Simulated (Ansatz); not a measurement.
Debugging an all-electron LAPW single point of SbPb, space group Fm-3m (the Python package of Ansatz (0.2.0)).

Script `lapw_sbpb.py`:
```python
"""All-electron LAPW single point of SbPb."""

import ansatz as az
from ase import Atoms
import numpy as np

XC = "LDA"
MESH = (11, 11, 11)
OCCUPATIONS = "Marzari-Vanderbilt"
WIDTH_EV = 0.1
MAX_SCF = 50


def main() -> None:
    atoms = Atoms(
        ["Sb", "Pb"],
        scaled_positions=[
            (0.5, 0.5, 0.5),
            (0.0, 0.0, 0.0),
        ],
        cell=[
            (0.0, 1.67293, 1.67293),
            (1.67293, 0.0, 1.67293),
            (1.67293, 1.67293, 0.0),
        ],
        pbc=True,
    )
    xtal = az.Crystal.from_ase(atoms)

    job = xtal.calculation()
    job = job.functional(XC)
    job = job.kpoints(*MESH)
    job = job.occupations(OCCUPATIONS, width=WIDTH_EV)
    job = job.scf(max_iterations=MAX_SCF)
    job = job.pseudopotentials("all_electron", lapw=True)
    job = job.stress()
    history = []
    res = job.session().plan().execute(on_event=lambda event: history.append(event["data"]["dr2_ev"]) if event["event"] == "scf_iter" else None)
    data = res.report
    print("density residual by iteration (eV):", " ".join(f"{value:.1e}" for value in history[:40]))

    print(f"free energy      {data['free_energy_ev']:.5f} eV")
    print(f"per atom         {data['free_energy_ev'] / len(res.lattice.sites):.5f} eV")
    print(f"SCF iterations   {data['n_iterations']}  (converged: {data['converged']})")

    # the stress is positive in compression
    stress = np.array(data["stress_gpa"])
    print(f"pressure {np.trace(stress) / 3:.3f} GPa")
    print("stress tensor, GPa, positive in compression")
    print(np.round(stress, 3) + 0.0)

    errors = data["lapw_basis_errors"]
    print(f"estimated basis error {1000 * errors['total_ev_per_atom']:.3f} meV/atom, target {1000 * errors['basis_error_target_ev_per_atom']:.3f}")
    for sphere in errors["spheres"]:
        print(f"  {sphere['species']:2s} muffin-tin radius {sphere['muffin_tin_radius_ang']:.3f} A, core shells {sphere['core_shells']}")


if __name__ == "__main__":
    main()
```

Running `python lapw_sbpb.py` prints:
```text
density residual by iteration (eV): 1.7e+00 7.1e-01 1.8e-02 1.2e-03 1.8e-04 1.2e-05 1.5e-07 6.2e-10
free energy      -743783.59009 eV
per atom         -371891.79504 eV
SCF iterations   8  (converged: True)
pressure 6463.161 GPa
stress tensor, GPa, positive in compression
[[6463.161    0.       0.   ]
 [   0.    6463.161    0.   ]
 [   0.       0.    6463.161]]
estimated basis error 0.094 meV/atom, target 0.250
  Sb muffin-tin radius 0.812 A, core shells 3
  Pb muffin-tin radius 0.861 A, core shells 6
```

The script ran to its end, but the result can't be trusted. Why?

The fault: the cell is far too small. The change:

```diff
--- before
+++ after
@@ -7,3 +7,3 @@
 XC = "LDA"
-MESH = (11, 11, 11)
+MESH = (6, 6, 6)
 OCCUPATIONS = "Marzari-Vanderbilt"
@@ -21,5 +21,5 @@
         cell=[
-            (0.0, 1.67293, 1.67293),
-            (1.67293, 0.0, 1.67293),
-            (1.67293, 1.67293, 0.0),
+            (0.0, 3.161243, 3.161243),
+            (3.161243, 0.0, 3.161243),
+            (3.161243, 3.161243, 0.0),
         ],
```

The mended script runs so:

`python lapw_sbpb.py` gives:
```text
density residual by iteration (eV): 7.9e-02 7.7e-03 2.5e-03 7.1e-04 8.2e-05 3.1e-06 4.7e-07 2.4e-08
free energy      -743982.26909 eV
per atom         -371991.13455 eV
SCF iterations   8  (converged: True)
pressure -2.943 GPa
stress tensor, GPa, positive in compression
[[-2.943  0.     0.   ]
 [ 0.    -2.943  0.   ]
 [ 0.     0.    -2.943]]
estimated basis error 0.079 meV/atom, target 0.250
  Sb muffin-tin radius 1.559 A, core shells 6
  Pb muffin-tin radius 1.602 A, core shells 9
```

Caveats:
- All-electron totals depend on functional, relativistic treatment and basis; only differences at equal settings carry meaning.
- For a metal this k-point mesh is coarse: on a finer one energies can move by several to tens of meV an atom and pressures by half a GPa or more, differences at one mesh by less.
- Spin-orbit coupling, which matters for elements this heavy, is left out.
- The structure comes from a database of computed cells and needn't be a stable or known phase.
- The whole script took 7.5 s on 1 thread of Intel(R) Xeon(R) 6975P-C (Granite Rapids), on a shared host, peak memory 0.42 GiB.

(Lines on the test bed's own set-up are left out of the output.)
